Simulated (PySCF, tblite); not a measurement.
# C₆H₁₂N radical: geometry, infrared bands and EPR parameters

What infrared bands and EPR parameters should C₆H₁₂N radical (`C=N[C@H](C)C[CH]C`) show?

The runs use tblite 0.8.0 and PySCF 2.14.0, with density-fitted response routines of our own; the level of theory stands in each step. All values are computed, except where a source is named. Atoms are numbered from 0 throughout.

**1. The molecule as given**

19 atoms, charge 0, multiplicity 2; geometry from: force field or distance geometry start.

Bonds of the start (Å): C0–N1 1.27, N1–C2 1.48, C2–C3 1.52, C2–C4 1.53, C4–C5 1.51, C5–C6 1.49, C0–H7 1.11, C0–H8 1.10, C2–H9 1.10, C3–H10 1.10, C3–H11 1.10, C3–H12 1.09, C4–H13 1.10, C4–H14 1.09, C5–H15 1.09, C6–H16 1.09, C6–H17 1.10, C6–H18 1.10.

**2. Relaxing the molecule with GFN2-xTB**

What the job is given:

```
{"job": {"kind": "relax", "xc": "GFN2-xTB", "basis": "xTB"}, "charge": 0, "multiplicity": 2}
C     -2.335000     1.368300     0.035000
N     -1.443900     0.800500     0.732500
C     -0.828900    -0.403500     0.126900
C     -1.464300    -1.623800     0.768400
C      0.683700    -0.383200     0.370700
C      1.377900     0.718300    -0.386800
C      2.846300     0.622900    -0.642200
H     -2.837300     2.278500     0.425800
H     -2.665100     1.014100    -0.955600
H     -1.029300    -0.442700    -0.953800
H     -1.296200    -1.638900     1.857600
H     -2.550200    -1.652300     0.614900
H     -1.048300    -2.550500     0.369200
H      1.111400    -1.344600     0.046900
H      0.892700    -0.254700     1.435200
H      0.913400     1.699800    -0.408300
H      3.151700     1.380500    -1.363300
H      3.106200    -0.367700    -1.042900
H      3.405300     0.788500     0.292000
```

Launch:

```console
OMP_NUM_THREADS=1 python probes_run.py task.json out
```

One launch serves the whole session: the jobs run in the order shown.

**Question.** This job is followed by: GFN2-xTB harmonic vibrations, gas phase; UKS B3LYP, pcH-1 on C H N, non-relativistic, mean-field spin-orbit, GIAO. Predict these results of the whole session: strongest single infrared mode (GFN2-xTB); zero-point energy (GFN2-xTB); g(iso) (B3LYP); ⟨S²⟩; largest a(iso) (averaged by class); potential on the surface of density 0.002 e/bohr³, 1st and 99th percentile.

As calculated:

```
                                                                  quantity                  value
                                 strongest single infrared mode (GFN2-xTB)  2854 cm⁻¹, 127 km/mol
                                              zero-point energy (GFN2-xTB)         102.4 kcal/mol
                                                            g(iso) (B3LYP)                2.00265
                                                                      ⟨S²⟩     0.754 (exact 0.75)
                                        largest a(iso) (averaged by class)    13C on C5, 97.3 MHz
potential on the surface of density 0.002 e/bohr³, 1st and 99th percentile     -1.57 V and 0.77 V
```

In words: Relaxing lowered the energy by 0.193 eV in 143 steps; the close pair that moved most is N1–C2, from 1.481 to 1.428 Å. All 51 modes are real, so the xTB geometry is a minimum. The strongest single mode, at 2854 cm⁻¹, moves mainly H8. GFN2-xTB is a fitted tight-binding method: band positions and strengths are rough. Its intensities can rank the bands wrongly. Most of the unpaired spin sits on C5 (1.02 e). The isotropic g lies 0.3 ppt above the free-electron value. These values are for one conformer; the search (at its own cheap level) found 2 more, at 1.10, 1.14 kcal/mol, and measured spectra average over such forms.
